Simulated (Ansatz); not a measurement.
# SrCaF4: the band gap up the ladder of functionals

One table from this session's results is given with a row withheld; the runs are named, their logs left out.

The runs shown are made with Ansatz 0.2.0. PAW datasets, plane waves. (Calculated; spin-unpolarised; the phase may be known or hypothetical.)

### Starting point

The cell was relaxed beforehand with r2SCAN.

The symmetry is R-3m (No. 166, trigonal); conventional cell a = 3.979 Å, c = 19.409 Å, 14.78 Å³ an atom. Sr has 8 F at 2.47–2.51 Å; F has 3 Ca at 2.41 Å and 1 Sr at 2.51 Å and 3 F at 2.72 Å; F has 1 Ca at 2.34 Å and 3 Sr at 2.47 Å; Ca has 8 F at 2.34–2.41 Å.

Structure file:

```
Sr F Ca
1.0
     1.98940    1.14858    6.46969
    -1.98940    1.14858    6.46969
     0.00000   -2.29717    6.46969
Sr F Ca
1 4 1
Direct
  0.00000 0.00000 0.00000
  0.12919 0.12919 0.12919
  0.37942 0.37942 0.37942
  0.62058 0.62058 0.62058
  0.87081 0.87081 0.87081
  0.50000 0.50000 0.50000
```

Set-up of the first run:

The input, input.yaml:

```yaml
crystal:
  lattice:
    - [1.989404963, 1.1485834909, 6.4696883646]
    - [-1.989404963, 1.1485834909, 6.4696883646]
    - [0.0, -2.2971669818, 6.4696883646]
  atoms:
    - { symbol: Sr, position: [0.0, 0.0, 0.0] }
    - { symbol: F, position: [0.1291913344, 0.1291913344, 0.1291913344] }
    - { symbol: F, position: [0.3794193583, 0.3794193583, 0.3794193583] }
    - { symbol: Ca, position: [0.5, 0.5, 0.5] }
    - { symbol: F, position: [0.6205806417, 0.6205806417, 0.6205806417] }
    - { symbol: F, position: [0.8708086656, 0.8708086656, 0.8708086656] }
kpoints:
  mp_grid: { grid: [8, 8, 8] }
  band_path:
    path:
      - [[0.0, 0.0, 0.0], [0.5, 0.5, 0.5], [0.8123213447286, 0.1876786552714, 0.5]]
      - [[0.5, -0.1876786552714, 0.1876786552714], [0.5, -1.063826718986e-16, -3.641825164491e-19], [0.0, 0.0, 0.0], [0.3438393276357, -0.3438393276357, -3.948382347372e-35]]
      - [[0.6561606723643, -1.420863508757e-16, 0.3438393276357], [0.5, -7.140735795431e-17, 0.5], [0.0, 0.0, 0.0]]
    npoints: 10
hamiltonian:
  xc: pbe
scf:
  occupations: { method: fermi_dirac, width: 0.02 }
  n_extra_bands: 5
output:
  forces: true
  stress: true
  eigenvalues: true
```

Started as:

```
$ ansatz run input.yaml --threads 2 --pin off --max-ram 29491MiB --backend cpu --events-out ev --progress --plain --runs-dir out
```

Steps of the session up to this table: PBE bands along the symmetry lines; r2SCAN at the same geometry; Single point with HSE06; PBE+SOC; PBE0 at the same geometry.

One of the session's tables, all rows but one given; the rest of the session is left out.

| level | gap (eV) |
| --- | --- |
| PBE | 6.99 |
| r2SCAN | 7.62 |
| HSE06 | ? |
| PBE+SOC | 6.99 |
| PBE0 | 9.81 |

Q: Estimate the row for HSE06 from the others.

**Answer.** gap (eV): 9.04. In the column «gap (eV)» it lies between r2SCAN (7.62) and PBE0 (9.81).

Meshes: PBE 8×8×8, r2SCAN 8×8×8, HSE06 4×4×4, PBE+SOC 8×8×8, PBE0 4×4×4

PBE reaches 77 % of the HSE06 value, and r2SCAN 84 %. PBE0 lies 0.77 eV above HSE06, which differs from it by screening the long-range exchange.

To keep in mind: Warnings in the runs' records: stress scf threshold loose, stress exchange threshold loose.
